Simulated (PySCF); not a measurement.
# A diatomic session: KTe+

An exercise on one series of results from a longer session: the logs are not shown, and one member is left open.

Program: PySCF 2.14.0. Level of theory: K def2-SVP, Te def2-SVP with ECP28, scalar-relativistic core potentials. These are calculated values, not measurements.

The first run:

A driver script around PySCF takes these settings:

```yaml
atoms: K, Te
charge: 1
basis: K def2-SVP, Te def2-SVP with ECP28
Hamiltonian: scalar-relativistic core potentials
basis_functions: 50
electrons_treated: 42
masses_in_u: 38.9637, 129.9062
levels: PBE0, PBE, r²SCAN, PBEsol, r²SCAN0, BP86, HF, MP2, SCS-MP2, CCSD, CCSD(T)
grid: 80 radial by 434 angular points
occupations: held fixed by the projection of orbital angular momentum
dissociation_limit: K+ + Te, each in its ground configuration
starting_distance_in_angstrom: 3.365
values_of_2S_to_try: 0, 2
```

On the command line:

```
> OMP_NUM_THREADS=1 python dia.py task.json out
```

Among the steps run: The job; PBE0 along the bond; Other states along the same grid; PBE (GGA); r²SCAN; PBEsol; r²SCAN0 (hybrid meta-GGA); BP86 (GGA); UHF (mean field); MP2 and coupled cluster.

One table of the session follows, with a row left open; its other results are not shown here.

It belongs to the step «Constants by level of theory». 

| level | Re (Å) | ωe (cm⁻¹) | De (eV) |
| --- | --- | --- | --- |
| UHF | ? | ? | ? |
| UHF-MP2 | 3.759 | 81.9 | 0.414 |
| UHF-SCS-MP2 | 3.773 | 80.8 | 0.406 |
| UHF-CCSD | 3.768 | 81.8 | 0.415 |
| UHF-CCSD(T) | 3.766 | 82.1 | 0.420 |
| PBE | 3.681 | 84.0 | 0.463 |
| PBEsol | 3.641 | 85.2 | 0.466 |
| BP86 | 3.712 | 79.6 | 0.405 |
| r²SCAN | 3.710 | 81.1 | 0.404 |
| PBE0 | 3.674 | 83.8 | 0.433 |
| r²SCAN0 | 3.692 | 82.3 | 0.404 |

**Question.** Estimate the row for UHF.

As computed: Re (Å): 3.814; ωe (cm⁻¹): 76.1; De (eV): 0.365. In the column «Re (Å)» it is the highest.

De is counted to K+ + Te in their ground configurations.
